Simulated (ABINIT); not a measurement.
# HfBiO (P-6m2) in ABINIT: single point with BLYP

Aim: the single point of HfBiO with BLYP.

Program: ABINIT 10.8.3 (patched build). These are calculated values, not measurements. Logs are shortened: lines on timing, memory, paths and dates and some standing lists are left out, and cuts for length are marked. The log counts tension as positive stress, the text compression.

## Step 1: The undisturbed crystal

Symmetry: P-6m2, No. 187, hexagonal system. The conventional cell has a = 4.570 Å, b = 4.570 Å, c = 3.146 Å, α = 90.00°, β = 90.00°, γ = 120.00°. Hf (site symmetry -6m2) is surrounded by 6 O at 3.07 Å and 6 Bi at 3.07 Å and 2 Hf at 3.15 Å. Bi (site symmetry -6m2) has 3 O at 2.64 Å as nearest neighbours. Around O (site symmetry -6m2) lie 3 Bi at 2.64 Å.

The cell was built by a generator and needn't be a form met in nature.

## Step 2: Single point, BLYP (cell squeezed)

run.abi

```
# Pseudopotentials
pp_dirpath "./"
pseudos "72_Hf_12_2.3_3.0_pbe_n_v1.0.psp8, 83_Bi_15_2.4_2.8_pbe_n_v1.0.psp8, 08_O_6_1.2_1.4_pbe_n_v1.0.psp8"

# Structure
acell 3*1.0
rprim
     8.5192375157     0.0000000000     0.0000000000
    -4.2596094370     7.3778709010     0.0000000000
     0.0000000000     0.0000000000     5.8645805066
ntypat 3
znucl 72 83 8
natom 3
typat 1 2 3
xred
     0.6666700000     0.3333300000     0.5000000000
     0.3333300000     0.6666700000     0.0000000000
     0.0000000000     0.0000000000     0.0000000000
chkprim 0
chksymtnons 0
tolsym 1.0e-6

# Plane-wave basis
ecut 35.0

# k points
kptopt 1
ngkpt 5 5 6
nshiftk 1
shiftk 0.0 0.0 0.0

# Exchange and correlation
ixc -106131

# Bands and occupations
nband 21
occopt 3
tsmear 0.00183747

# SCF cycle
nstep 100
tolvrs 1.0e-10

# Output
iomode 3
prtwf 0
prtden 0
prteig 0
prtebands 0
enunit 2
```

Potentials or basis: SPMS NC PBE v1.0.

Started as:

```console
$ abinit run.abi > log 2>&1
```

run.abo:

```text
.Version 10.8.3 of ABINIT
 Symmetries : space group Pm (#  6); Bravais mP (primitive monocl.)
================================================================================
 Values of the parameters that define the memory need of the present run
     intxc =       0    ionmov =       0      iscf =       7    lmnmax =       8
     lnmax =       8     mgfft =      48  mpssoang =       4    mqgrid =    3001
     natom =       3  nloc_mem =       1    nspden =       1   nspinor =       1
    nsppol =       1      nsym =       2    n1xccc =    2501    ntypat =       3
    occopt =       3   xclevel =       2
       mpw =        3662          nfft =       73728          nkpt =          52
================================================================================
================================================================================

--------------------------------------------------------------------------------
------------- Echo of variables that govern the present computation ------------
--------------------------------------------------------------------------------
 -outvars: echo values of preprocessed input variables --------
            acell      1.0000000000E+00  1.0000000000E+00  1.0000000000E+00 Bohr
              amu      1.78490000E+02  2.08980370E+02  1.59994000E+01
          chkprim           0
      chksymtnons           0
             ecut      3.50000000E+01 Hartree
           enunit           2
                       outvar_i_n : Printing only first  50 k-points.
              ixc     -106131
                       outvar_i_n : Printing only first  50 k-points.
         kptrlatt        5    0    0      0    5    0      0    0    6
          kptrlen      3.51874830E+01
            natom           3
            nband          21
            ngfft          48      48      32
             nkpt          52
            nstep         100
             nsym           2
           ntypat           3
                       prtocc : prtvol=0, do not print more k-points.
           occopt           3
           prtden           0
        prtebands           0
           prteig           0
            prtwf           0
            rprim      8.5192375157E+00  0.0000000000E+00  0.0000000000E+00
                      -4.2596094370E+00  7.3778709010E+00  0.0000000000E+00
                       0.0000000000E+00  0.0000000000E+00  5.8645805066E+00
          spgroup           6
           tolsym      1.00000000E-06
           tolvrs      1.00000000E-10
           tsmear      1.83747000E-03 Hartree
            typat      1  2  3
                       outvars : Printing only first  50 k-points.
           xangst      2.2541173573E+00  1.3013873670E+00  1.5517011767E+00
                      -1.9252661013E-05  2.6028137761E+00  0.0000000000E+00
                       0.0000000000E+00  0.0000000000E+00  0.0000000000E+00
            xcart      4.2596644610E+00  2.4592657074E+00  2.9322902533E+00
                      -3.6382256509E-05  4.9186051936E+00  0.0000000000E+00
[... 138 lines left out ...]

 cartesian forces (hartree/bohr) at end:
    1     -0.00000352272272     0.00000243700634    -0.00000000000000
    2      0.00000446649830    -0.00000271061420    -0.00000000000000
    3     -0.00000094377558     0.00000027360786    -0.00000000000000
 frms,max,avg= 2.2757462E-06 4.4664983E-06   6.738E-10 -2.316E-09  0.000E+00 h/b

 cartesian forces (eV/Angstrom) at end:
    1     -0.00018114568544     0.00012531590463    -0.00000000000000
    2      0.00022967657719    -0.00013938538650    -0.00000000000000
    3     -0.00004853089176     0.00001406948187    -0.00000000000000
 frms,max,avg= 1.1702357E-04 2.2967658E-04   3.465E-08 -1.191E-07  0.000E+00 e/A
 length scales=  1.000000000000  1.000000000000  1.000000000000 bohr
              =  0.529177210544  0.529177210544  0.529177210544 angstroms
 Fermi (or HOMO) energy (hartree) =   0.27030   Average Vxc (hartree)=  -0.41131
 Eigenvalues (hartree) for nkpt=  52  k points:
 kpt#   1, nband= 21, wtk=  0.00667, kpt=  0.0000  0.0000  0.0000 (reduced coord)
  -2.04497   -0.89276   -0.89276   -0.87329   -0.58171   -0.56851   -0.56851   -0.56616
  -0.56616   -0.38081   -0.16996    0.09663    0.09663    0.20197    0.20644    0.23327
   0.23327    0.37211    0.37979    0.37979    0.41693
      occupation numbers for kpt#   1
   2.00000    2.00000    2.00000    2.00000    2.00000    2.00000    2.00000    2.00000
   2.00000    2.00000    2.00000    2.00000    2.00000    2.00000    2.00000    2.00000
   2.00000    0.00000    0.00000    0.00000    0.00000
 prteigrs : prtvol=0 or 1, do not print more k-points.

 Fermi (or HOMO) energy (eV) =   7.35511   Average Vxc (eV)= -11.19237
 Eigenvalues (   eV  ) for nkpt=  52  k points:
 kpt#   1, nband= 21, wtk=  0.00667, kpt=  0.0000  0.0000  0.0000 (reduced coord)
 -55.64645  -24.29324  -24.29323  -23.76343  -15.82926  -15.47007  -15.47006  -15.40591
 -15.40591  -10.36244   -4.62471    2.62937    2.62948    5.49575    5.61740    6.34760
   6.34767   10.12559   10.33458   10.33462   11.34512
 prteigrs : prtvol=0 or 1, do not print more k-points.

--- !EnergyTerms
iteration_state     : {dtset: 1, }
comment             : Components of total free energy in Hartree
kinetic             :  5.69985097632086E+01
hartree             :  2.14685579898934E+01
xc                  : -3.64716003231153E+01
Ewald energy        : -1.11325318270060E+02
psp_core            :  9.18002796076276E+00
local_psp           : -6.64943116714918E+01
non_local_psp       : -2.26821761545705E+01
internal            : -1.49326310705373E+02
'-kT*entropy'       : -7.19717792373967E-04
total_energy        : -1.49327030423166E+02
total_energy_eV     : -4.06339550181012E+03
band_energy         : -1.42958516958919E+01
...

 Cartesian components of stress tensor (hartree/bohr^3)
  sigma(1 1)= -3.42126303E-04  sigma(3 2)=  0.00000000E+00
  sigma(2 2)= -3.42179581E-04  sigma(3 1)=  0.00000000E+00
  sigma(3 3)= -2.32317539E-04  sigma(2 1)= -4.37516441E-08

-Cartesian components of stress tensor (GPa)         [Pressure=  8.9893E+00 GPa]
- sigma(1 1)= -1.00657034E+01  sigma(3 2)=  0.00000000E+00
- sigma(2 2)= -1.00672708E+01  sigma(3 1)=  0.00000000E+00
- sigma(3 3)= -6.83501796E+00  sigma(2 1)= -1.28721781E-03

== END DATASET(S) ==============================================================
================================================================================

 -outvars: echo values of variables after computation  --------
            acell      1.0000000000E+00  1.0000000000E+00  1.0000000000E+00 Bohr
           etotal     -1.4932703042E+02
            fcart     -3.5227227182E-06  2.4370063418E-06 -0.0000000000E+00
                       4.4664983014E-06 -2.7106142021E-06 -0.0000000000E+00
                      -9.4377558325E-07  2.7360786036E-07 -0.0000000000E+00
            rprim      8.5192375157E+00  0.0000000000E+00  0.0000000000E+00
                      -4.2596094370E+00  7.3778709010E+00  0.0000000000E+00
                       0.0000000000E+00  0.0000000000E+00  5.8645805066E+00
           strten     -3.4212630334E-04 -3.4217958086E-04 -2.3231753852E-04
                       0.0000000000E+00  0.0000000000E+00 -4.3751644104E-08
           xangst      2.2541173573E+00  1.3013873670E+00  1.5517011767E+00
                      -1.9252661013E-05  2.6028137761E+00  0.0000000000E+00
                       0.0000000000E+00  0.0000000000E+00  0.0000000000E+00
             xred      6.6667000000E-01  3.3333000000E-01  5.0000000000E-01
                       3.3333000000E-01  6.6667000000E-01  0.0000000000E+00
                       0.0000000000E+00  0.0000000000E+00  0.0000000000E+00
 Calculation completed.
```

Run time: 90 s. Hardware: 1 thread of AMD EPYC 9R45 (Zen 5), shared host; peak memory 0.13 GiB.

Results:

| Item | Value |
| --- | --- |
| Free energy | -4063.3955 eV |
| Band gap on the k mesh | none (metal or under the smearing width) |
| Valence electrons inside the program's atomic spheres | Hf 8.40; Bi 10.68; O 5.89 |

Levels at points of the mesh, in eV from the Fermi level:
| k point | band 14 | band 15 | band 16 | band 17 | band 18 | band 19 | band 20 | band 21 |
| --- | --- | --- | --- | --- | --- | --- | --- | --- |
| (0.00, 0.00, 0.00) | -1.86 | -1.74 | -1.01 | -1.01 | 2.77 | 2.98 | 2.98 | 3.99 |
| (0.00, 0.00, 0.50) | -3.39 | -2.06 | -1.76 | -1.76 | 0.63 | 0.63 | 5.25 | 5.78 |

Caveat: the cutoff is too short for stress, so the log's stress isn't used; the potentials were made for another functional, which shifts forces and pressure; spin-orbit coupling is left out, which moves the levels of the heavy elements; an odd number of electrons without spin polarisation forces a metal; a magnetic or distorted state may lie lower.
